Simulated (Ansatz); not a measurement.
Runs of Ansatz 0.2.0 on ScRu3. The structure is tetragonal, space group I4/mmm (No. 139). Conventional cell: a = 3.899 Å, b = 3.899 Å, c = 8.045 Å, α = 90.00°, β = 90.00°, γ = 90.00°. Around Ru (site symmetry 4/mmm) lie 4 Sc at 2.76 Å and 8 Ru at 2.80 Å. Ru (site symmetry -4m2) is surrounded by 8 Ru at 2.76 to 2.80 Å and 4 Sc at 2.80 Å. Around Sc (site symmetry 4/mmm) lie 12 Ru at 2.76 to 2.80 Å. The cell comes from a database or a generator and needn't be the stable form of this composition.

```csv
level,U,hubbard projectors,double counting,gap on the mesh (eV),pressure (GPa),relaxed volume (Å³/atom)
PBEsol+U,"Ru d U = 2 eV, Sc d U = 2 eV",ortho-atomic (the default),fll (the default),none,0.0,14.70
PBEsol+U,"Ru d U = 4 eV, Sc d U = 4 eV",ortho-atomic (the default),fll (the default),none,0.0,14.84
PBEsol,-,-,-,none,0.0,(a)
PBEsol+U,"Ru d U = 3 eV, Sc d U = 3 eV",ortho-atomic (the default),fll (the default),none,0.0,14.76
```

Alike in all rows: task relaxation of cell and atoms; potentials or basis Ansatz PAW; no spin polarisation; cell relaxed; k mesh 7 × 7 × 7; cutoff (eV) 420; smearing fermi-dirac 0.05 eV.

Question: Fill in the values left out.

Answer: (a) 14.59.

Caveats: the plane-wave basis is chosen anew once the cell has moved, so the energies of steps on either side of that aren't comparable; the PAW data sets come from PBE, with cores solved anew for the run's functional, which leaves a small shift of forces and pressure; U without spin polarisation on a metal has little footing (some runs); the U is typed as a test and isn't derived for this compound (some runs).

A k mesh can miss the band edges, and the runs leave out spin-orbit coupling on Ru.

A gap of «none» marks a metal or a gap under the smearing width.

Runs at the PBE level aren't shown here.
